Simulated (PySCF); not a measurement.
**The bond of SeCl+, level by level**

One table from this session's results is given with a row withheld; the runs are named, their logs left out.

Method: Se 6-31G(d,p), Cl 6-31G(d,p), no relativity; program: PySCF 2.14.0.

Set-up of the first run:

Settings of the job:

```yaml
atoms: Se, Cl
charge: 1
basis: Se 6-31G(d,p), Cl 6-31G(d,p)
Hamiltonian: no relativity
basis_functions: 50
electrons_treated: 50
masses_in_u: 79.9165, 34.9689
levels: PBE0, PBE, r²SCAN, B3LYP, BP86, PBEsol, HF, MP2, SCS-MP2, CCSD, CCSD(T)
grid: 80 radial by 434 angular points
occupations: held fixed by the projection of orbital angular momentum
dissociation_limit: Se+ + Cl, each in its ground configuration
starting_distance_in_angstrom: 2.185
values_of_2S_to_try: 0, 2, 4
```

The run is started by

```sh
OMP_NUM_THREADS=1 python dia.py task.json out
```

Steps of the session up to this table: The job; The PBE0 curve of the state that the search chose; Excited determinants; PBE; r²SCAN (meta-GGA); B3LYP (global hybrid GGA); BP86 (GGA); PBEsol; UHF (mean field); Correlated methods on the Hartree–Fock reference.

One table of the session follows, with a row left open; its other results are not shown here.

Differences from CCSD(T) in the same basis:

| level | Re (mÅ) | ωe (%) |
| --- | --- | --- |
| UHF | -23 | +5.5 |
| UHF-CCSD | -6 | +0.9 |
| PBE | +2 | +0.7 |
| PBEsol | -12 | +3.4 |
| BP86 | +6 | -0.2 |
| r²SCAN | ? | ? |
| B3LYP | -3 | +2.3 |
| PBE0 | -26 | +7.1 |

**Question.** Estimate the row for r²SCAN.

**Answer.** Re (mÅ): -16; ωe (%): +4.3. In the column «Re (mÅ)» it lies between UHF (-23) and PBEsol (-12).
